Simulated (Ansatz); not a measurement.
# Fe3Ge (Pm-3m) in Ansatz: reference runs

Reference runs on Fe3Ge: the cell as given and a disturbed copy.

All numbers are computed with Ansatz 0.2.0; they aren't measurements. Logs are shortened: lines on timing, memory, paths and dates and some standing lists are left out, and cuts for length are marked.

## Step 1: The structure

Symmetry: Pm-3m, No. 221, cubic system. The conventional cell has a = 3.661 Å, b = 3.661 Å, c = 3.661 Å, α = 90.00°, β = 90.00°, γ = 90.00°. Ge (site symmetry m-3m) is surrounded by 12 Fe at 2.59 Å. Around Fe (site symmetry 4/mmm) lie 4 Ge at 2.59 Å and 8 Fe at 2.59 Å.

The cell comes from a database or a generator and needn't be the stable form of this composition.

## Step 2: Single point, PBEsol, collinear spin, ferromagnetic start

Input file input.yaml:

```yaml
crystal:
  lattice:
    - [3.66050052, 0.0, 0.0]
    - [0.0, 3.66050052, 0.0]
    - [0.0, 0.0, 3.66050052]
  atoms:
    - { symbol: Ge, position: [0.0, 0.0, 0.0] }
    - { symbol: Fe, position: [0.5, 0.0, 0.5], spin: 3.0 }
    - { symbol: Fe, position: [0.5, 0.5, 0.0], spin: 3.0 }
    - { symbol: Fe, position: [0.0, 0.5, 0.5], spin: 3.0 }
kpoints:
  mp_grid: { grid: [7, 7, 7] }
scf:
  occupations: { method: fermi_dirac, width: 0.05 }
hamiltonian:
  xc: pbesol
  pseudopotentials: { kind: all_electron, lapw: { basis_error: 0.001 } }
magnetization:
  spin_polarized: true
output:
  forces: true
  stress: true
  eigenvalues: true
  populations: true
```

Potentials or basis: all-electron LAPW, scalar-relativistic.

Started as:

```sh
$ ansatz run input.yaml --threads 4 --pin off --max-ram 12288MiB --backend cpu --events-out ev --progress --plain --runs-dir out
```

The log of the run:

```text
Warning: RAYON_NUM_THREADS=4 ignored (pool sized by the plan → 4); use --threads N
Ge: projections on atomic orbitals take those of the free atom 1s2 2s2 2p6 3s2 3p6 3d10 4s2 4p2, of charge +0.00 (hamiltonian.pseudopotentials.projection_atoms)
Fe: projections on atomic orbitals take those of the free atom 1s2 2s2 2p6 3s2 3p6 3d6 4s2, of charge +0.00 (hamiltonian.pseudopotentials.projection_atoms)
LAPW: plane waves up to 8.557 Å⁻¹, error target 1.0e-3 eV per atom; small_component_spin mean_spin; Fe in spheres of 1.294 Å, 16 of its electrons in bands, Dirac shells []; Ge in spheres of 1.294 Å, 22 of its electrons in bands, Dirac shells [] (how accurate: hamiltonian.pseudopotentials.lapw.basis_error, Limitations)
Engine: ansatz 0.2.0, aarch64-unknown-linux-gnu
Pseudopotentials: kind: all_electron
Pseudopotential: Ge, LAPW, valence charge 22, lapw/all_electron/scalar/gaussian/Ge, Koelling and Harmon's equation, gaussian nucleus
Pseudopotential: Fe, LAPW, valence charge 16, lapw/all_electron/scalar/gaussian/Fe, Koelling and Harmon's equation, gaussian nucleus
Functional definition: PBEsol
  exchange = pbesol_x
  correlation = pbesol_c
Crystal: 4 atoms, lattice volume = 49.048 Å³
Basis set: ecut = 278.95315556279036 eV, 485 PW (Γ), exchange–correlation at level 2
Bands: 48, of which v1, the nominal top of the filled ones, is band 35 counted from 1 (34 counted from 0)
Symmetry: 48 space group operations
Space group: Pm-3m (ITA 221), of the structure as read, at distance tolerance 3.7e-5 Å
Magnetic group: BNS 221.92 (UNI 1594), of the structure as read, at distance tolerance 3.7e-5 Å
k-points: 20 of 343
Non-local potential: Ge, projectors of the file, none
Non-local potential: Fe, projectors of the file, none
Initial density: superposition of atomic densities (chi_scale 0.1, normalization cell)
Starting moments: Σ|m| = 9 μB on 3 of 4 sites
Initial wavefunctions: plane waves of lowest kinetic energy (no species holds an atomic orbital)
Functional: x = pbesol(κ = 0.804, μ = 0.12345679012345678), c = pbesol(β = 0.046)
iter 1 solved again at ethr=1.19e-3 eV; its pass at ethr=1.00e-1 eV (dr2=8.35e-1 eV) is discarded
SCF iter   1: F=—  HF=-160883.001818 eV  |F-HF|=—  |Δ(HF+E_count)|=         —  Δρ=3.44e-2 (↑2.70e-2 ↓3.44e-2)  dr2=8.34e-1  dr2_m=3.49e-1  M=6.552 μB ∫|m|=6.896 μB  β_m=0.30  ethr=1.19e-3  ⟨swp⟩=2.0  Hψ=13327  notcnv=0
Mixer restart at iter 1: flushing history
preconditioner: auto → Kerker (q_TF=auto, 2.895 Å⁻¹)  [metal: Δε(μ)=0.009 eV  Ē_g=14.257 eV  σ=0.050 eV  W_gap=0.05  n_scr=18 (ndim 8)  ℏωp=32.7 eV  f_vac=0.000  D(μ)=3.69/eV (n_scr^D=32)]
spin=Collinear: Kerker preconditioning applied to the charge; magnetization (m = ρ↑ − ρ↓) channel mixes plain (no charge-response kernel on spin).
SCF iter   2: F=—  HF=-160882.814317 eV  |F-HF|=—  |Δ(HF+E_count)|=   1.88e-1  Δρ=2.50e-2 (↑1.96e-2 ↓2.50e-2)  dr2=4.70e-1  dr2_m=1.82e-1  M=6.496 μB ∫|m|=6.871 μB  β_m=0.64  ethr=1.19e-3  ⟨swp⟩=2.0  Hψ=5694  notcnv=0
SCF iter   3: F=—  HF=-160882.752218 eV  |F-HF|=—  |Δ(HF+E_count)|=   6.21e-2  Δρ=3.89e-3 (↑3.39e-3 ↓3.89e-3)  dr2=6.50e-2  dr2_m=5.31e-4  M=6.398 μB ∫|m|=6.864 μB  β_m=0.55  ethr=6.71e-4  ⟨swp⟩=2.6  Hψ=5824  notcnv=0
SCF iter   4: F=—  HF=-160882.684568 eV  |F-HF|=—  |Δ(HF+E_count)|=         —  Δρ=1.87e-3 (↑1.76e-3 ↓1.87e-3)  dr2=1.32e-2  dr2_m=6.34e-5  M=6.408 μB ∫|m|=6.879 μB  β_m=0.55  ethr=9.29e-5  ⟨swp⟩=2.0  Hψ=5520  notcnv=0
Mixer restart at iter 4: flushing history
the basis was enlarged: its passes take 1.9 MiB over the memory plan, 4 of 4 planned eigensolver slots
SCF iter   5: F=—  HF=-160882.688090 eV  |F-HF|=—  |Δ(HF+E_count)|=   3.52e-3  Δρ=1.62e-3 (↑1.62e-3 ↓1.41e-3)  dr2=1.19e-2  dr2_m=3.57e-5  M=6.414 μB ∫|m|=6.892 μB  β_m=0.61  ethr=1.88e-5  ⟨swp⟩=2.0  Hψ=5361  notcnv=0
SCF iter   6: F=—  HF=-160882.686881 eV  |F-HF|=—  |Δ(HF+E_count)|=   1.21e-3  Δρ=9.63e-4 (↑9.22e-4 ↓9.63e-4)  dr2=4.01e-3  dr2_m=4.54e-6  M=6.409 μB ∫|m|=6.887 μB  β_m=0.61  ethr=1.70e-5  ⟨swp⟩=2.0  Hψ=5359  notcnv=0
SCF iter   7: F=—  HF=-160882.686555 eV  |F-HF|=—  |Δ(HF+E_count)|=   3.26e-4  Δρ=4.73e-4 (↑4.73e-4 ↓4.33e-4)  dr2=1.17e-3  dr2_m=6.57e-7  M=6.414 μB ∫|m|=6.897 μB  β_m=0.61  ethr=5.74e-6  ⟨swp⟩=2.0  Hψ=5363  notcnv=0
SCF iter   8: F=—  HF=-160882.686423 eV  |F-HF|=—  |Δ(HF+E_count)|=   1.32e-4  Δρ=2.15e-4 (↑1.91e-4 ↓2.15e-4)  dr2=2.25e-4  dr2_m=4.23e-7  M=6.414 μB ∫|m|=6.897 μB  β_m=0.59  ethr=1.67e-6  ⟨swp⟩=2.0  Hψ=5365  notcnv=0
iter 9 solved again at ethr=9.17e-9 eV; its pass at ethr=3.21e-7 eV (dr2=6.42e-6 eV) is discarded
SCF iter   9: F=—  HF=-160882.686383 eV  |F-HF|=—  |Δ(HF+E_count)|=   4.00e-5  Δρ=6.29e-5 (↑4.48e-5 ↓6.29e-5)  dr2=6.41e-6  dr2_m=1.80e-7  M=6.414 μB ∫|m|=6.896 μB  β_m=0.80  ethr=9.17e-9  ⟨swp⟩=2.0  Hψ=9147  notcnv=0
SCF iter  10: F=—  HF=-160882.686388 eV  |F-HF|=—  |Δ(HF+E_count)|=   4.88e-6  Δρ=1.05e-5 (↑1.05e-5 ↓8.91e-6)  dr2=1.69e-7  dr2_m=3.06e-9  M=6.413 μB ∫|m|=6.896 μB  β_m=0.90  ethr=9.15e-9  ⟨swp⟩=2.5  Hψ=5388  notcnv=0
SCF iter  11: F=—  HF=-160882.686388 eV  |F-HF|=—  |Δ(HF+E_count)|=   7.16e-9  Δρ=4.45e-6 (↑4.45e-6 ↓3.81e-6)  dr2=3.88e-8  dr2_m=1.76e-10  M=6.414 μB ∫|m|=6.896 μB  β_m=0.95  ethr=2.42e-10  ⟨swp⟩=2.0  Hψ=5366  notcnv=0
SCF iter  12: F=-160882.686388 eV  HF=-160882.686388 eV  |F-HF|=1.95e-8  |Δ(HF+E_count)|=   5.33e-9  Δρ=1.62e-6 (↑1.50e-6 ↓1.62e-6)  dr2=8.42e-9  dr2_m=7.56e-12  M=6.414 μB ∫|m|=6.896 μB  ethr=5.54e-11  ⟨swp⟩=2.0  Hψ=5366  notcnv=0
SCF 1 converged in 12 iterations: F = -160882.686388 eV  dr2 = 8.42e-9
SCF converged after 12 iterations
Magnetization: 6.4135 μB (38.2068 up, 31.7932 down)
Absolute magnetization: 6.8958 μB (∫|ρ↑−ρ↓|)
Spin contamination: 0.1147 ħ² per cell (⟨S²⟩ above its minimum at these occupations)
Per-site moments (μB) at R_I (Å): [(-0.1463896611600859, 1.2941823508296133), (2.2152756127295152, 1.2941823508296133), (2.2152756127295152, 1.2941823508296133), (2.2152756127295152, 1.2941823508296133)]
Free energy (F): -160882.686388 eV
Harris-Foulkes:  -160882.686388 eV  (|F-HF|=1.95e-8)
Internal energy: -160882.658724 eV  (E = F + TS)
E sigma→0 (E₀):  -160882.672556 eV
Entropy (-TS):   -0.027664 eV (-6.916 meV/atom)
Fermi energy:    18.415104 eV
--- Per-component energies (eV) ---
  E_band       = -1518.579262
  E_kinetic    = 163479.946280
  E_xc         = -6600.552241
  E_electrostatic = -317762.052763  (all electrons and nuclei)
  E_smearing   = -0.027664  (= −TS)
  E_closure    = 0.000000  (closes the sum)
  E_atoms      = -160848.017351  (free atoms, spherical and without spin; not in F)
  Σ components = -160882.686388   (vs F -160882.686388, Δ=0.00e0)
  Basis errors (estimates in eV, not in F): energy 2.4e-4 per atom: plane waves 2.0e-4 (1.0e-4 summed), levels above the bands 2.5e-105, relativity 5.7e-9, radial functions 4.5e-5, core shells 2.4e-9; eigenvalues (radial functions only) 9.6e-7; not estimated: angular momenta, meshes, grids; target (lapw.basis_error) 1.0e-3; muffin-tin radii Fe 1.294 Å, Ge 1.294 Å
--- Forces (eV/Å), atoms counted from 1 ---
  atom   1  Ge    -0.00000000     0.00000000     0.00000000
  atom   2  Fe    -0.00000000    -0.00000000    -0.00000000
  atom   3  Fe     0.00000000     0.00000000    -0.00000000
  atom   4  Fe     0.00000000     0.00000000    -0.00000000
  max |Σ_I F_I| component: 2.96e-31 eV/Å
--- Stress (GPa, compression-positive) ---
      -11.560877       0.000000       0.000000
        0.000000     -11.560877       0.000000
        0.000000       0.000000     -11.560877
  P = ⅓ Tr σ = -11.5609 GPa (-115.609 kbar)
--- Band table (eV; the first three rows and the last of 40) ---
  k-point 0 ↑: bands = ["-145.1002", "-92.4088", "-92.4088", "-92.4088", "-69.7040", "-69.6502", "-69.6502", "-35.9743", "-35.9743", "-35.9743", "-35.8566", "-35.8566", "-35.8566", "-35.7530", "-35.7530", "-35.7530", "-6.3846", "-6.3846", "-6.3788", "-6.3788", "-6.3788", "6.1961", "12.7774", "14.0768", "14.0768", "14.3802", "14.3802", "14.3802", "16.2639", "16.2639", "16.2639", "16.9845", "16.9845", "17.1551", "17.1551", "17.1551", "17.7162", "18.0684", "18.0684", "18.0684", "21.3416", "24.9234", "24.9234", "27.7223", "27.7223", "27.7223", "30.9127", "30.9127"]
  k-point 1 ↑: bands = ["-145.1002", "-92.4088", "-92.4088", "-92.4088", "-69.7017", "-69.6525", "-69.6501", "-35.9682", "-35.9682", "-35.9647", "-35.8584", "-35.8584", "-35.8571", "-35.7639", "-35.7573", "-35.7573", "-6.3838", "-6.3810", "-6.3786", "-6.3785", "-6.3785", "6.4077", "12.8430", "13.7499", "14.2353", "14.3499", "14.3499", "14.4410", "15.9449", "15.9449", "16.1909", "16.4487", "16.9658", "16.9811", "17.2266", "17.2266", "17.6108", "18.0686", "18.5302", "18.5302", "21.9251", "24.8919", "25.5187", "27.2790", "27.2790", "27.3145", "30.1751", "30.3096"]
  k-point 2 ↑: bands = ["-145.1002", "-92.4088", "-92.4088", "-92.4088", "-69.6953", "-69.6589", "-69.6501", "-35.9525", "-35.9525", "-35.9380", "-35.8641", "-35.8641", "-35.8583", "-35.7935", "-35.7674", "-35.7674", "-6.3822", "-6.3782", "-6.3778", "-6.3778", "-6.3731", "6.9981", "12.2296", "13.4792", "14.2354", "14.2354", "14.6001", "14.6587", "15.7200", "15.7200", "15.9736", "16.0045", "16.6563", "16.9399", "16.9531", "16.9531", "17.3396", "18.0693", "19.7404", "19.7404", "22.2422", "24.8063", "25.6884", "25.7256", "25.7256", "28.6927", "28.9618", "30.8353"]
  k-point 19 ↓: bands = ["-145.1077", "-92.4187", "-92.4187", "-92.4187", "-67.1562", "-67.1533", "-67.1533", "-33.5533", "-33.5506", "-33.5506", "-33.5230", "-33.3543", "-33.3543", "-33.3526", "-33.2328", "-33.2328", "-6.4092", "-6.4092", "-6.4091", "-6.3837", "-6.3837", "9.1822", "13.7952", "14.3092", "14.3092", "15.3910", "15.3910", "15.6440", "17.4743", "17.4743", "17.5530", "17.5984", "18.7959", "18.7959", "18.9318", "19.0492", "19.0492", "19.8909", "19.8909", "19.8967", "20.5078", "23.8222", "23.8222", "24.4401", "32.9486", "32.9486", "33.1122", "36.2110"]
--- Löwdin populations: 4 sites ---
  site symbol       q [e]    m [muB]
     0     Ge     32.7253    -0.2626
     1     Fe     25.5681     2.2491
     2     Fe     25.5681     2.2491
     3     Fe     25.5681     2.2491
  spilling = 0.005185 (of n_electrons = 110.000000)
```

Run time: 13 s. Hardware: 4 threads of Arm Neoverse V1, shared host; peak memory 0.61 GiB.

Results:

```yaml
Free_energy: -160882.6864 eV
Pressure: -11.6 GPa
Band_gap_on_the_k_mesh: none (metal or under the smearing width)
Net_moment: 6.41 μB per cell
Absolute_moment: 6.90 μB per cell
Site_moments: Ge -0.15; Fe +2.22 μB
Loewdin_charges: Ge -0.73; Fe +0.43 e
```

Levels at points of the mesh, in eV from the Fermi level:
Spin up:
```csv
k point,band 36,band 37,band 38,band 39,band 40,band 41
"(0.00, 0.00, 0.00)",-1.26,-0.70,-0.35,-0.35,-0.35,2.93
```
Spin down:
```csv
k point,band 28,band 29,band 30,band 31,band 32,band 33,band 34,band 35,band 36,band 37
"(0.00, 0.00, 0.00)",-2.44,-1.21,-1.21,-1.21,0.17,0.17,0.17,1.30,1.30,1.44
```

Caveat: the atomic charges don't sum to the cell's charge.

[end of part 1 of 2]
